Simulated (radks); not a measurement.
# Tc³⁺ in [Kr] 4d4: an all-electron calculation

The task here is to estimate one member of a computed series from the others.

The numbers are computed with radks (a radial shooting solver on a logarithmic mesh, Libxc functionals) version 1 (scalar-relativistic Kohn-Sham, revPBE, spin-polarised, spherical densities, finite nucleus; open shells are filled with parallel spins first), except any that are marked as measured or tabulated.

## What is computed

| Property | Result |
| --- | --- |
| element | technetium (Z = 43) |
| charge | +3 |
| electrons | 40 |
| configuration | [Kr] 4d4 |
| nuclear rms radius | 4.4112 fm |

Outer shells as boxes (Hund's rule):

Tc³⁺
```
[Kr] core
4d [↑ ][↑ ][↑ ][↑ ][  ]
```

The first run:

The run's settings:

```text
Z 43
configuration [Kr] 4d4
relativity scalar-relativistic
functional pbe_r,pbe
spin polarised
nucleus finite rms 4.4112 fm
c 137.035999084
```

One of the session's tables, all rows but one given; the rest of the session is left out.

It belongs to the step «Shells». Radial moments (bohr):

| level | <r> | outermost maximum (interpolated) | 90 % within | nodes |
| --- | --- | --- | --- | --- |
| 1s down | 0.03428 | 0.0223 | 0.0614 | 0 |
| 1s up | 0.03428 | 0.0223 | 0.0614 | 0 |
| 2s up | 0.1496 | 0.126 | 0.231 | 1 |
| 2s down | 0.1496 | 0.126 | 0.231 | 1 |
| 2p up | 0.1304 | 0.101 | 0.212 | 0 |
| 2p down | 0.1304 | 0.101 | 0.212 | 0 |
| 3s up | 0.4153 | 0.372 | 0.613 | 2 |
| 3s down | ? | ? | ? | ? |
| 3p up | 0.4163 | 0.366 | 0.628 | 1 |
| 3p down | 0.4162 | 0.366 | 0.628 | 1 |
| 3d up | 0.3989 | 0.311 | 0.636 | 0 |
| 3d down | 0.3988 | 0.312 | 0.636 | 0 |
| 4s up | 1.055 | 0.950 | 1.53 | 3 |
| 4s down | 1.048 | 0.946 | 1.52 | 3 |
| 4p up | 1.160 | 1.02 | 1.71 | 2 |
| 4p down | 1.154 | 1.02 | 1.70 | 2 |
| 4d up | 1.508 | 1.24 | 2.32 | 1 |
| 4d down | 1.528 | 1.23 | 2.38 | 1 |

Estimate the missing values for 3s down.

The run gave: <r>: 0.4152; outermost maximum (interpolated): 0.372; 90 % within: 0.613; nodes: 2. In the column «<r>» it lies between 3d up (0.3989) and 3s up (0.4153).

Caveats from the session: Open shells are spherical and high-spin; term and fine-structure splittings are not resolved.
